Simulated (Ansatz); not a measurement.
# C3H9BO: the cost of one run

Method: RKS r2SCAN-D4/STO-3G, in Ansatz 0.2.0.

**1. The starting structure**

Bond lengths: C1–B2 1.563 Å, B2–C3 1.580 Å, C3–O4 1.364 Å, O4–C5 1.381 Å, C1–H6 1.182 Å, C1–H7 1.114 Å, C1–H8 1.053 Å, B2–H9 1.207 Å, C3–H10 1.086 Å, C3–H11 1.151 Å, C5–H12 1.089 Å, C5–H13 1.070 Å, C5–H14 1.079 Å. Angles (14 of 22 angles, heavy atoms first): C1–B2–C3 121.2°, B2–C3–O4 114.3°, C3–O4–C5 115.0°, C1–B2–H9 119.2°, C3–B2–H9 119.6°, B2–C1–H6 107.0°, B2–C1–H7 109.6°, B2–C1–H8 113.6°, B2–C3–H10 108.6°, B2–C3–H11 105.8°, O4–C3–H10 112.2°, O4–C3–H11 107.1°, O4–C5–H12 110.6°, O4–C5–H13 106.4°.

Structure file:

```xyz
14

C    -1.7202    0.9220    0.9799
B    -0.3339    1.3847    0.4252
C     0.6610    0.3583   -0.2490
O     0.2141   -0.9300   -0.2650
C     1.0650   -1.8367   -0.8667
H    -2.5451    1.5579    0.4215
H    -1.8066    1.2076    2.0535
H    -1.9192   -0.0991    0.8200
H    -0.0015    2.5368    0.5604
H     0.9110    0.7185   -1.2425
H     1.6155    0.3784    0.3942
H     0.6351   -2.8366   -0.8466
H     1.9542   -1.8583   -0.2718
H     1.2575   -1.5326   -1.8844
```

**2. Relaxing the start**

input.yaml

```yaml
crystal:
  periodic: [false, false, false]
  atoms:
    - { symbol: C, position_ang: [-1.7202, 0.922, 0.9799] }
    - { symbol: B, position_ang: [-0.3339, 1.3847, 0.4252] }
    - { symbol: C, position_ang: [0.661, 0.3583, -0.249] }
    - { symbol: O, position_ang: [0.2141, -0.93, -0.265] }
    - { symbol: C, position_ang: [1.065, -1.8367, -0.8667] }
    - { symbol: H, position_ang: [-2.5451, 1.5579, 0.4215] }
    - { symbol: H, position_ang: [-1.8066, 1.2076, 2.0535] }
    - { symbol: H, position_ang: [-1.9192, -0.0991, 0.82] }
    - { symbol: H, position_ang: [-0.0015, 2.5368, 0.5604] }
    - { symbol: H, position_ang: [0.911, 0.7185, -1.2425] }
    - { symbol: H, position_ang: [1.6155, 0.3784, 0.3942] }
    - { symbol: H, position_ang: [0.6351, -2.8366, -0.8466] }
    - { symbol: H, position_ang: [1.9542, -1.8583, -0.2718] }
    - { symbol: H, position_ang: [1.2575, -1.5326, -1.8844] }
basis:
  gaussian: { orbitals: STO-3G }
hamiltonian:
  xc: r2scan
  dispersion: d4
relax:
  f_tol: 0.02
  max_steps: 40
scf:
  lower_state_search: "off"
```

On the command line:

```bash
> ansatz run input.yaml --threads 1 --pin off --max-ram 2048MiB --backend cpu --events-out ev --progress --plain --runs-dir out
```

What time and memory should one allow on 1 thread of Arm Neoverse V2, shared host?

About 17 s, with a peak of 0.12 GiB.
